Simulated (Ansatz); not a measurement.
**Molecular dynamics of Mo**

Input file:

```yaml
accuracy: low
crystal:
  lattice:
    - [6.503365, 0.0, 0.0]
    - [0.0, 6.503365, 0.0]
    - [0.0, 0.0, 6.503365]
  atoms:
    - { symbol: Mo, position: [0.0, 0.0, 0.0] }
    - { symbol: Mo, position: [0.5, 0.0, 0.0] }
    - { symbol: Mo, position: [0.0, 0.5, 0.0] }
    - { symbol: Mo, position: [0.0, 0.0, 0.5] }
    - { symbol: Mo, position: [0.25, 0.25, 0.25] }
    - { symbol: Mo, position: [0.5, 0.5, 0.0] }
    - { symbol: Mo, position: [0.5, 0.0, 0.5] }
    - { symbol: Mo, position: [0.75, 0.25, 0.25] }
    - { symbol: Mo, position: [0.0, 0.5, 0.5] }
    - { symbol: Mo, position: [0.25, 0.75, 0.25] }
    - { symbol: Mo, position: [0.25, 0.25, 0.75] }
    - { symbol: Mo, position: [0.5, 0.5, 0.5] }
    - { symbol: Mo, position: [0.75, 0.75, 0.25] }
    - { symbol: Mo, position: [0.75, 0.25, 0.75] }
    - { symbol: Mo, position: [0.25, 0.75, 0.75] }
    - { symbol: Mo, position: [0.75, 0.75, 0.75] }
basis:
  ecutwfc: 420.0
kpoints:
  mp_grid: { grid: [2, 2, 2] }
hamiltonian:
  xc: lda
scf:
  occupations: { method: fermi_dirac, width: 0.36 }
  lower_state_search: "off"
md:
  timestep: 2.25
  n_steps: 120
  ensemble: nvt_langevin
  temperature: 4200.0
  initial_velocities: maxwell_boltzmann
  seed: 579858
  friction: 0.02
```

Run as:

```bash
$ ansatz run input.yaml --threads 2 --pin off --max-ram 5120MiB --backend cpu --events-out ev --progress --plain --runs-dir out
```

It starts from a structure without forces on its atoms.

Output, in part (one step line in 3):

```
md step     0: t =     0.00 fs  T =  3937.5 K  F+E_penalty+E_count = -77485.49780170 eV  E_kin = 8.143380 eV  (6 SCF iters)
md step     3: t =     6.75 fs  T =  3079.3 K  F+E_penalty+E_count = -77485.25548834 eV  E_kin = 6.368548 eV  (7 SCF iters)
md step     6: t =    13.50 fs  T =  2700.4 K  F+E_penalty+E_count = -77484.66028226 eV  E_kin = 5.584859 eV  (6 SCF iters)
md step     9: t =    20.25 fs  T =  3755.1 K  F+E_penalty+E_count = -77483.79423654 eV  E_kin = 7.766108 eV  (6 SCF iters)
md step    12: t =    27.00 fs  T =  3251.7 K  F+E_penalty+E_count = -77482.57221717 eV  E_kin = 6.725115 eV  (6 SCF iters)
md step    15: t =    33.75 fs  T =  2519.0 K  F+E_penalty+E_count = -77481.35637330 eV  E_kin = 5.209640 eV  (6 SCF iters)
md step    18: t =    40.50 fs  T =  2234.1 K  F+E_penalty+E_count = -77480.51879845 eV  E_kin = 4.620427 eV  (6 SCF iters)
md step    21: t =    47.25 fs  T =  1363.3 K  F+E_penalty+E_count = -77480.16367685 eV  E_kin = 2.819496 eV  (6 SCF iters)
md step    24: t =    54.00 fs  T =  2372.2 K  F+E_penalty+E_count = -77480.03702151 eV  E_kin = 4.906177 eV  (6 SCF iters)
md step    27: t =    60.75 fs  T =  2571.8 K  F+E_penalty+E_count = -77480.15555567 eV  E_kin = 5.318941 eV  (6 SCF iters)
md step    30: t =    67.50 fs  T =  2412.7 K  F+E_penalty+E_count = -77480.39115764 eV  E_kin = 4.989910 eV  (7 SCF iters)
md step    33: t =    74.25 fs  T =  3453.9 K  F+E_penalty+E_count = -77480.59093055 eV  E_kin = 7.143122 eV  (6 SCF iters)
md step    36: t =    81.00 fs  T =  3775.0 K  F+E_penalty+E_count = -77480.55575699 eV  E_kin = 7.807233 eV  (6 SCF iters)
md step    39: t =    87.75 fs  T =  2946.7 K  F+E_penalty+E_count = -77480.19713825 eV  E_kin = 6.094288 eV  (6 SCF iters)
md step    42: t =    94.50 fs  T =  2989.5 K  F+E_penalty+E_count = -77479.98116205 eV  E_kin = 6.182812 eV  (6 SCF iters)
md step    45: t =   101.25 fs  T =  4113.5 K  F+E_penalty+E_count = -77479.79422399 eV  E_kin = 8.507431 eV  (6 SCF iters)
md step    48: t =   108.00 fs  T =  4288.3 K  F+E_penalty+E_count = -77479.40287416 eV  E_kin = 8.868978 eV  (6 SCF iters)
md step    51: t =   114.75 fs  T =  4429.0 K  F+E_penalty+E_count = -77479.00087542 eV  E_kin = 9.159947 eV  (6 SCF iters)
md step    54: t =   121.50 fs  T =  3701.5 K  F+E_penalty+E_count = -77478.43579214 eV  E_kin = 7.655213 eV  (6 SCF iters)
md step    57: t =   128.25 fs  T =  3123.3 K  F+E_penalty+E_count = -77477.96479757 eV  E_kin = 6.459585 eV  (6 SCF iters)
md step    60: t =   135.00 fs  T =  3979.1 K  F+E_penalty+E_count = -77477.57582103 eV  E_kin = 8.229457 eV  (7 SCF iters)
md step    63: t =   141.75 fs  T =  4871.8 K  F+E_penalty+E_count = -77477.11239993 eV  E_kin = 10.075712 eV  (6 SCF iters)
md step    66: t =   148.50 fs  T =  4996.9 K  F+E_penalty+E_count = -77476.66836433 eV  E_kin = 10.334387 eV  (6 SCF iters)
md step    69: t =   155.25 fs  T =  4029.1 K  F+E_penalty+E_count = -77475.97000999 eV  E_kin = 8.332798 eV  (6 SCF iters)
md step    72: t =   162.00 fs  T =  3692.7 K  F+E_penalty+E_count = -77475.05570364 eV  E_kin = 7.637037 eV  (7 SCF iters)
md step    75: t =   168.75 fs  T =  4095.1 K  F+E_penalty+E_count = -77474.04182556 eV  E_kin = 8.469400 eV  (6 SCF iters)
md step    78: t =   175.50 fs  T =  4101.3 K  F+E_penalty+E_count = -77472.92873983 eV  E_kin = 8.482151 eV  (6 SCF iters)
md step    81: t =   182.25 fs  T =  3373.1 K  F+E_penalty+E_count = -77472.23210453 eV  E_kin = 6.976210 eV  (7 SCF iters)
md step    84: t =   189.00 fs  T =  3353.7 K  F+E_penalty+E_count = -77472.00919744 eV  E_kin = 6.935963 eV  (6 SCF iters)
md step    87: t =   195.75 fs  T =  3051.2 K  F+E_penalty+E_count = -77472.31930411 eV  E_kin = 6.310364 eV  (6 SCF iters)
md step    90: t =   202.50 fs  T =  3512.1 K  F+E_penalty+E_count = -77473.19565206 eV  E_kin = 7.263606 eV  (7 SCF iters)
md step    93: t =   209.25 fs  T =  4315.1 K  F+E_penalty+E_count = -77474.32515479 eV  E_kin = 8.924333 eV  (6 SCF iters)
md step    96: t =   216.00 fs  T =  4979.8 K  F+E_penalty+E_count = -77475.40771597 eV  E_kin = 10.299073 eV  (7 SCF iters)
md step    99: t =   222.75 fs  T =  4698.4 K  F+E_penalty+E_count = -77476.12332680 eV  E_kin = 9.717024 eV  (6 SCF iters)
md step   102: t =   229.50 fs  T =  5013.9 K  F+E_penalty+E_count = -77476.56330122 eV  E_kin = 10.369631 eV  (6 SCF iters)
md step   105: t =   236.25 fs  T =  5618.6 K  F+E_penalty+E_count = -77476.87228052 eV  E_kin = 11.620217 eV  (6 SCF iters)
md step   108: t =   243.00 fs  T =  5995.4 K  F+E_penalty+E_count = -77477.72750323 eV  E_kin = 12.399464 eV  (6 SCF iters)
md step   111: t =   249.75 fs  T =  6339.0 K  F+E_penalty+E_count = -77478.69358602 eV  E_kin = 13.110157 eV  (6 SCF iters)
md step   114: t =   256.50 fs  T =  6549.9 K  F+E_penalty+E_count = -77479.24764645 eV  E_kin = 13.546228 eV  (6 SCF iters)
md step   117: t =   263.25 fs  T =  4863.4 K  F+E_penalty+E_count = -77479.23511056 eV  E_kin = 10.058387 eV  (6 SCF iters)
md step   120: t =   270.00 fs  T =  3350.7 K  F+E_penalty+E_count = -77478.92412393 eV  E_kin = 6.929744 eV  (7 SCF iters)
```

All steps were run. A run of 0.27 ps of so small a system gives no equilibrium averages. Limits of this set-up: coarse k mesh, low accuracy level.

Mean squared displacements from the first frame to the last, about the centre of mass: Mo 0.15 Å².

Last frame:

```xyz
16
Lattice="6.5034 0.0000 0.0000 0.0000 6.5034 0.0000 0.0000 0.0000 6.5034" Properties=species:S:1:pos:R:3
Mo -0.320 -0.043 0.013
Mo 2.833 -0.135 0.331
Mo -0.268 3.076 0.029
Mo -0.020 0.088 3.495
Mo 1.365 1.681 1.632
Mo 3.202 3.574 0.102
Mo 2.746 0.146 3.356
Mo 4.465 1.607 2.108
Mo -0.380 3.589 3.051
Mo 1.194 4.564 1.022
Mo 1.589 2.087 4.870
Mo 2.969 3.240 3.099
Mo 4.762 5.343 1.765
Mo 4.500 1.189 5.103
Mo 1.494 4.960 4.830
Mo 4.739 5.263 4.651
```

The run took 16 min on 2 threads of Arm Neoverse V1, on a shared host, peak memory 1.1 GiB.
